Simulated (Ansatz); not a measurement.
# B₂H₄Br₂: one species, many methods

One table from this session's results is given with a row withheld; the runs are named, their logs left out.

The runs use Ansatz 0.2.0, Gaussian basis; functionals in def2-TZVPP, the program's frozen cores in correlated methods.

Levels to be run: LDA (SPW92), PBE-D4, revPBE-D4, BLYP-D4, r2SCAN-D4, B97M-V, PBE0-D4, B3LYP-D4, r2SCANh-D4, r2SCAN0-D4, HSE06-D4, BHLYP-D4, CAM-B3LYP-D4, LC-ωPBE, ωB97X-V, ωB97M-V, B2PLYP, PBE-QIDH; CCSD(T)/def2-SVP; CCSD(T)/def2-TZVPP; MP2/def2-QZVPP; extrapolation to the limit; RPA on PBE.

### The geometry

The geometry comes from an earlier relaxation with PBE0-D4 in a triple-zeta def2 set; it is a stationary point, not always the lowest conformer.

SMILES `[BH2-]1[Br+][BH2-][Br+]1`, 8 atoms, charge 0, spin multiplicity 1.

Atoms are counted from 1 here; the program's logs count them from 0.

Bond lengths: B1–Br2 2.110 Å, B1–Br4 2.110 Å, B1–H5 1.187 Å, B1–H6 1.188 Å, Br2–B3 2.110 Å, B3–Br4 2.110 Å, B3–H7 1.188 Å, B3–H8 1.187 Å. Angles: Br2–B1–Br4 95.5°, Br2–B1–H5 109.6°, Br2–B1–H6 107.6°, Br4–B1–H5 109.5°, Br4–B1–H6 107.6°, H5–B1–H6 123.4°, B1–Br2–B3 80.2°, Br2–B3–Br4 95.5°, Br2–B3–H7 107.6°, Br2–B3–H8 109.6°, Br4–B3–H7 107.6°, Br4–B3–H8 109.5°, H7–B3–H8 123.4°, B1–Br4–B3 80.2°.

The first run:

File in.yaml:

```yaml
crystal:
  periodic: [false, false, false]
  atoms:
    - {symbol: B, position_ang: [-0.479038, 1.185615, -0.459050]}
    - {symbol: Br, position_ang: [-1.323000, -0.190896, 0.899228]}
    - {symbol: B, position_ang: [0.496362, -1.171933, 0.475484]}
    - {symbol: Br, position_ang: [0.823390, -0.202295, -1.369670]}
    - {symbol: H, position_ang: [-1.303949, 1.528693, -1.241238]}
    - {symbol: H, position_ang: [0.185852, 1.946251, 0.166036]}
    - {symbol: H, position_ang: [1.309419, -0.769289, 1.242420]}
    - {symbol: H, position_ang: [0.290964, -2.326145, 0.286790]}
basis:
  gaussian: {orbitals: def2-TZVPP}
hamiltonian: {xc: lda}
output: {orbitals: {seedname: orbitals}}
```

Started as:

```console
$ ansatz run in.yaml --threads 4 --pin off --events-out ev --progress --plain --max-ram 10444MiB
```

Among the steps run: LDA; PBE-D4 (GGA); revPBE-D4 (GGA); BLYP-D4 (GGA); r2SCAN-D4 (meta-GGA); B97M-V (meta-GGA); PBE0-D4 (hybrid); B3LYP-D4 (hybrid); r2SCANh-D4 (hybrid); r2SCAN0-D4 (hybrid); HSE06-D4 (hybrid); BHLYP-D4 (hybrid); CAM-B3LYP-D4 (range-separated); LC-ωPBE (range-separated); ωB97X-V (range-separated); ωB97M-V (range-separated); B2PLYP (double hybrid); PBE-QIDH (double hybrid).

One of the session's tables, all rows but one given; the rest of the session is left out.

It belongs to the step «Frontier levels by functional». 

```
  functional  HOMO (eV)  gap (eV)
 LDA (SPW92)      -6.96      4.83
      PBE-D4      -6.88      4.95
   revPBE-D4      -6.84      5.00
     BLYP-D4      -6.76      4.97
   r2SCAN-D4      -7.18      5.51
      B97M-V      -7.30      5.59
     PBE0-D4      -8.17      7.16
    B3LYP-D4          ?         ?
  r2SCANh-D4      -7.65      6.32
  r2SCAN0-D4      -8.36      7.52
    HSE06-D4      -7.77      6.38
    BHLYP-D4      -9.36      9.35
CAM-B3LYP-D4      -9.53      9.61
     LC-ωPBE     -10.88     12.12
     ωB97X-V     -10.54     11.67
     ωB97M-V     -10.40     11.33
```

Q: Estimate the row for B3LYP-D4 from the others.

Worked estimate for «HOMO (eV)». Against the share of exact exchange, BLYP-D4 (0, -6.76), BHLYP-D4 (0.5, -9.36) give a slope of -5.20 per unit share; at 0.2 the line stands at -7.80.

The run gave: HOMO (eV): -7.96; gap (eV): 6.74. In «HOMO (eV)» the line misses by +0.16.
